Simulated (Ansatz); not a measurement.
Relaxation of a periodic cell of 63 atoms, Si (host Si, host structure diamond, one Si atom removed), cell charge +1, to a largest force component of 0.03 eV/Å in at most 60 steps.

All numbers below come from DFT LDA, scalar-relativistic, plane waves, PAW (Ansatz). Settings: PAW set soft_1, cutoff 420 eV, k mesh 1x1x1, fermi-dirac smearing 0.05 eV, spin collinear.

```xyz
63
Lattice="10.8600 0.0000 0.0000 0.0000 10.8600 0.0000 0.0000 0.0000 10.8600" Properties=species:S:1:pos:R:3
Si 5.430 0.000 0.000
Si 6.787 1.357 1.357
Si 8.145 2.715 0.000
Si 9.502 4.072 1.357
Si 8.145 0.000 2.715
Si 9.502 1.357 4.072
Si 0.000 0.000 0.000
Si 1.357 1.357 1.357
Si 2.715 2.715 0.000
Si 4.072 4.072 1.357
Si 5.430 5.430 0.000
Si 6.787 6.787 1.357
Si 9.502 9.502 1.357
Si 2.715 0.000 2.715
Si 4.072 1.357 4.072
Si 5.430 2.715 2.715
Si 6.787 4.072 4.072
Si 8.145 5.430 2.715
Si 9.502 6.787 4.072
Si 5.430 0.000 5.430
Si 6.787 1.357 6.787
Si 8.145 2.715 5.430
Si 9.502 4.072 6.787
Si 8.145 0.000 8.145
Si 9.502 1.357 9.502
Si 0.000 5.430 0.000
Si 1.357 6.787 1.357
Si 2.715 8.145 0.000
Si 4.072 9.502 1.357
Si 0.000 2.715 2.715
Si 1.357 4.072 4.072
Si 2.715 5.430 2.715
Si 4.072 6.787 4.072
Si 5.430 8.145 2.715
Si 6.787 9.502 4.072
Si 0.000 0.000 5.430
Si 1.357 1.357 6.787
Si 2.715 2.715 5.430
Si 4.072 4.072 6.787
Si 5.430 5.430 5.430
Si 6.787 6.787 6.787
Si 8.145 8.145 5.430
Si 9.502 9.502 6.787
Si 2.715 0.000 8.145
Si 4.072 1.357 9.502
Si 5.430 2.715 8.145
Si 6.787 4.072 9.502
Si 8.145 5.430 8.145
Si 9.502 6.787 9.502
Si 0.000 8.145 2.715
Si 1.357 9.502 4.072
Si 0.000 5.430 5.430
Si 1.357 6.787 6.787
Si 2.715 8.145 5.430
Si 4.072 9.502 6.787
Si 0.000 2.715 8.145
Si 1.357 4.072 9.502
Si 2.715 5.430 8.145
Si 4.072 6.787 9.502
Si 5.430 8.145 8.145
Si 6.787 9.502 9.502
Si 0.000 8.145 8.145
Si 1.357 9.502 9.502
```

**Question.** Where does it end, and by what steps?

**Answer.** It converged. Limits of this set-up: coarse k mesh, PAW files made for another functional, a typed lattice constant that wasn't relaxed here, charged cell in a uniform background, uncorrected. After 2 steps the energy has fallen by 0.080 eV; Si13 moved furthest, 0.02 Å.

| step | energy less start (eV) | largest force component (eV/Å) | accepted |
| --- | --- | --- | --- |
| 0 | 0.0000 | 0.271 | yes |
| 1 | -0.0716 | 0.081 | yes |
| 2 | -0.0796 | 0.022 | yes |

```xyz
63
Lattice="10.8600 0.0000 0.0000 0.0000 10.8600 0.0000 0.0000 0.0000 10.8600" Properties=species:S:1:pos:R:3
Si 5.440 -0.010 0.020
Si 6.789 1.364 1.356
Si 8.145 2.715 0.000
Si 9.501 4.066 1.356
Si 8.125 -0.010 2.705
Si 9.516 1.353 4.068
Si -0.010 -0.010 -0.020
Si 1.353 1.353 1.371
Si 2.715 2.715 0.000
Si 4.077 4.077 1.371
Si 5.440 5.440 -0.020
Si 6.773 6.773 1.372
Si 9.517 9.517 1.372
Si 2.715 0.000 2.715
Si 4.071 1.359 4.074
Si 5.430 2.715 2.715
Si 6.774 4.077 4.068
Si 8.165 5.440 2.705
Si 9.501 6.789 4.079
Si 5.430 0.000 5.430
Si 6.774 1.353 6.792
Si 8.145 2.715 5.430
Si 9.516 4.077 6.792
Si 8.165 -0.010 8.155
Si 9.501 1.364 9.504
Si -0.010 5.440 0.020
Si 1.364 6.789 1.356
Si 2.715 8.145 0.000
Si 4.066 9.501 1.356
Si 0.000 2.715 2.715
Si 1.359 4.071 4.074
Si 2.715 5.430 2.715
Si 4.077 6.774 4.068
Si 5.440 8.165 2.705
Si 6.789 9.501 4.079
Si 0.000 0.000 5.430
Si 1.359 1.359 6.786
Si 2.715 2.715 5.430
Si 4.071 4.071 6.786
Si 5.430 5.430 5.430
Si 6.789 6.789 6.781
Si 8.145 8.145 5.430
Si 9.501 9.501 6.781
Si 2.715 0.000 8.145
Si 4.077 1.353 9.489
Si 5.430 2.715 8.145
Si 6.789 4.066 9.504
Si 8.125 5.440 8.155
Si 9.517 6.773 9.488
Si -0.010 8.125 2.705
Si 1.353 9.516 4.068
Si 0.000 5.430 5.430
Si 1.353 6.774 6.792
Si 2.715 8.145 5.430
Si 4.077 9.516 6.792
Si 0.000 2.715 8.145
Si 1.353 4.077 9.489
Si 2.715 5.430 8.145
Si 4.066 6.789 9.504
Si 5.440 8.125 8.155
Si 6.773 9.517 9.488
Si -0.010 8.165 8.155
Si 1.364 9.501 9.504
```

Whether the end is a true minimum wasn't checked by a vibrational analysis.

The run took 25 s on 4 threads of Arm Neoverse V2, with other jobs on the host, peak memory 1.4 GiB.
